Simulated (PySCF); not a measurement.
**Ge₂−: bond curves at several levels of theory**

What are the lowest state that PBE0 finds, the bond length, vibrational wavenumber and bond energy of Ge₂−, and how much do these hang on the method?

Method: Ge def2-TZVPPD, no relativity; program: PySCF 2.14.0.

2 further runs of the same task are left out: 2 set aside as unsound or not needed.

**1. Input**

The job is set up so:

```json
{"atoms": "Ge, Ge", "charge": "-1", "basis": "Ge def2-TZVPPD", "Hamiltonian": "no relativity", "basis functions": "108", "electrons treated": "65", "masses in u": "73.9212, 73.9212", "levels": "PBE0, PBE, r²SCAN, M06-L, B3LYP, PBEsol, TPSSh, r²SCANh, CAM-B3LYP, HF, MP2, SCS-MP2, CCSD, CCSD(T)", "grid": "80 radial by 434 angular points", "occupations": "held fixed by the projection of orbital angular momentum", "dissociation limit": "Ge + Ge−, each in its ground configuration", "starting distance in angstrom": "2.420", "values of 2S to try": "1, 3, 5"}
```

Command:

```console
$ OMP_NUM_THREADS=2 python dia.py task.json out
```

The runs that follow: The PBE0 curve of the state that the search chose; Higher solutions at PBE0; PBE; r²SCAN; M06-L; B3LYP (global hybrid GGA); PBEsol; TPSSh; r²SCANh (hybrid meta-GGA); CAM-B3LYP; UHF; MP2 and coupled cluster.

Q: Predict the outcome of this session. Wanted: for each run, Re; ωe; De.

**Answer**, as computed:

Lowest PBE0 solution found, without spin–orbit coupling: ²Πu (doublet), unpaired electrons π ↑. State 2 has its PBE0 minimum 0.12 eV higher. The other levels ran on the lowest alone.

```csv
level,Re (Å),ωe (cm⁻¹),De (eV)
UHF,2.258,363,1.51
UHF-MP2,2.288,321,3.62
UHF-SCS-MP2,2.291,322,3.56
UHF-CCSD,2.280,336,3.35
UHF-CCSD(T),2.298,321,3.63
PBE,2.313,308,3.98
PBEsol,2.294,315,4.23
r²SCAN,2.284,325,3.81
M06-L,2.301,320,4.21
TPSSh,2.288,323,3.75
r²SCANh,2.276,331,3.71
B3LYP,2.299,318,3.82
PBE0,2.282,331,3.68
CAM-B3LYP,2.256,346,3.63
```

De is counted to Ge + Ge− in their ground configurations.

Differences from CCSD(T) in the same basis:

```
      level  Re (mÅ)  ωe (%)
        UHF      -39   +13.0
    UHF-MP2      -10     0.0
UHF-SCS-MP2       -7    +0.3
   UHF-CCSD      -18    +4.7
        PBE      +15    -4.2
     PBEsol       -4    -2.0
     r²SCAN      -14    +1.2
      M06-L       +3    -0.6
      TPSSh      -10    +0.4
    r²SCANh      -21    +3.1
      B3LYP       +1    -1.0
       PBE0      -16    +2.9
  CAM-B3LYP      -41    +7.6
```

What this shows: Judged by CCSD(T) in the same basis: best bond length B3LYP (+1 mÅ), worst CAM-B3LYP (-41 mÅ); best wavenumber UHF-MP2 (0.0 %), worst UHF (+13.0 %). Hartree–Fock makes the bond too short and too stiff against this reference, as it mostly does. PBE gives a bond that is too long and too soft, as GGAs tend to. Of the levels with a De here, UHF gives the least (1.51 eV) and PBEsol the most (4.23 eV).

Correlated steps freeze 18 core orbitals. With some functionals the highest level of the anion is positive, from self-interaction error or because the anion is truly unbound there; the finite basis then holds the extra electron, and no neutral molecule was run to test the binding. At UHF the stretched side of the curve climbs above De, by a hump or because the determinant held fixed goes to a higher limit.
